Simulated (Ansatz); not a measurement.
**C₅H₁₁NO: vertical ionisation energy**

The task here is to estimate one member of a computed series from the others.

Program: Ansatz 0.2.0, Gaussian basis. Level of theory: unrestricted cation, the program's frozen cores in correlated methods. These are calculated values, not measurements.

Levels to be run: UKS PBE-D4/def2-TZVPP; UKS r2SCAN-D4/def2-TZVPP; UKS PBE0-D4/def2-TZVPP; UKS B3LYP-D4/def2-TZVPP; UKS wB97X-V/def2-TZVPP; UKS wB97M-V/def2-TZVPP; UKS B2PLYP/def2-TZVPP; UHF-CCSD(T)/def2-TZVPP; UHF-MP2/def2-QZVPP; extrapolation to the limit; then −ε(HOMO) from the neutral's earlier runs with LDA (SPW92), PBE-D4, revPBE-D4, BLYP-D4, r2SCAN-D4, B97M-V, PBE0-D4, B3LYP-D4, r2SCANh-D4, r2SCAN0-D4, HSE06-D4, BHLYP-D4, CAM-B3LYP-D4, LC-ωPBE, ωB97X-V, ωB97M-V.

**The relaxed structure**

All runs share one geometry, relaxed beforehand with PBE0-D4 in a triple-zeta def2 set.

SMILES `CCCCC(N)=O`, 18 atoms, charge 0, spin multiplicity 1.

Atoms are counted from 1 here; the program's logs count them from 0.

Bond lengths: C1–C2 1.519 Å, C1–H8 1.094 Å, C1–H9 1.093 Å, C1–H10 1.092 Å, C2–C3 1.519 Å, C2–H11 1.097 Å, C2–H12 1.097 Å, C3–C4 1.517 Å, C3–H13 1.093 Å, C3–H14 1.096 Å, C4–C5 1.515 Å, C4–H15 1.097 Å, C4–H16 1.095 Å, C5–N6 1.357 Å, C5–O7 1.213 Å, N6–H17 1.005 Å, N6–H18 1.002 Å. Angles: C2–C1–H8 111.1°, C2–C1–H9 111.0°, C2–C1–H10 111.6°, H8–C1–H9 107.4°, H8–C1–H10 107.7°, H9–C1–H10 107.8°, C1–C2–C3 112.7°, C1–C2–H11 109.6°, C1–C2–H12 109.6°, C3–C2–H11 109.6°, C3–C2–H12 109.2°, H11–C2–H12 106.0°, C2–C3–C4 112.8°, C2–C3–H13 110.3°, C2–C3–H14 109.7°, C4–C3–H13 108.5°, C4–C3–H14 109.3°, H13–C3–H14 105.9° and more.

Set-up of the first run:

File in.yaml:

```yaml
crystal:
  periodic: [false, false, false]
  atoms:
    - {symbol: C, position_ang: [2.049652, -1.513419, -1.328629]}
    - {symbol: C, position_ang: [0.973038, -1.310967, -0.276909]}
    - {symbol: C, position_ang: [0.349752, 0.073172, -0.334572]}
    - {symbol: C, position_ang: [-0.731719, 0.275385, 0.710020]}
    - {symbol: C, position_ang: [-1.249369, 1.698638, 0.747615]}
    - {symbol: N, position_ang: [-2.542426, 1.831146, 1.138820]}
    - {symbol: O, position_ang: [-0.559564, 2.657024, 0.471692]}
    - {symbol: H, position_ang: [1.643367, -1.389345, -2.336283]}
    - {symbol: H, position_ang: [2.856700, -0.785618, -1.208782]}
    - {symbol: H, position_ang: [2.488910, -2.511661, -1.267795]}
    - {symbol: H, position_ang: [0.192235, -2.071205, -0.399647]}
    - {symbol: H, position_ang: [1.397924, -1.473355, 0.720822]}
    - {symbol: H, position_ang: [1.115412, 0.840888, -0.195369]}
    - {symbol: H, position_ang: [-0.071912, 0.246709, -1.330958]}
    - {symbol: H, position_ang: [-0.327204, 0.062576, 1.707665]}
    - {symbol: H, position_ang: [-1.557417, -0.427715, 0.556834]}
    - {symbol: H, position_ang: [-2.919017, 2.757230, 1.242664]}
    - {symbol: H, position_ang: [-3.108364, 1.040517, 1.382811]}
basis:
  gaussian: {orbitals: def2-TZVPP}
total_charge: 1
magnetization: {spin_polarized: true, initial_magnetization: 1}
hamiltonian: {xc: pbe, dispersion: d4}
```

Command:

```console
ansatz run in.yaml --threads 2 --pin off --events-out ev --progress --plain --max-ram 32768MiB --backend cuda --devices 0, --max-vram 18GiB
```

Steps of the session up to this table: Cation, UKS PBE-D4/def2-TZVPP; Cation, UKS r2SCAN-D4/def2-TZVPP; Cation, UKS PBE0-D4/def2-TZVPP; Cation, UKS B3LYP-D4/def2-TZVPP; Cation, UKS wB97X-V/def2-TZVPP; Cation, UKS wB97M-V/def2-TZVPP; Cation, UKS B2PLYP (frozen core)/def2-TZVPP; Cation, UHF-CCSD(T)/def2-TZVPP; Cation, UHF-MP2/def2-QZVPP.

One of the session's tables, all rows but one given; the rest of the session is left out.

For comparison, −ε(HOMO) of the neutral from earlier runs:

```
  functional  −ε(HOMO) (eV)
 LDA (SPW92)              ?
      PBE-D4           5.63
   revPBE-D4           5.55
     BLYP-D4           5.54
   r2SCAN-D4           5.94
      B97M-V           6.11
     PBE0-D4           7.26
    B3LYP-D4           7.01
  r2SCANh-D4           6.56
  r2SCAN0-D4           7.49
    HSE06-D4           6.85
    BHLYP-D4           8.86
CAM-B3LYP-D4           8.75
     LC-ωPBE          10.06
     ωB97X-V           9.75
     ωB97M-V           9.71
```

Estimate the missing values for LDA (SPW92).

**Answer.** −ε(HOMO) (eV): 5.82. In the column «−ε(HOMO) (eV)» it lies between PBE-D4 (5.63) and r2SCAN-D4 (5.94).
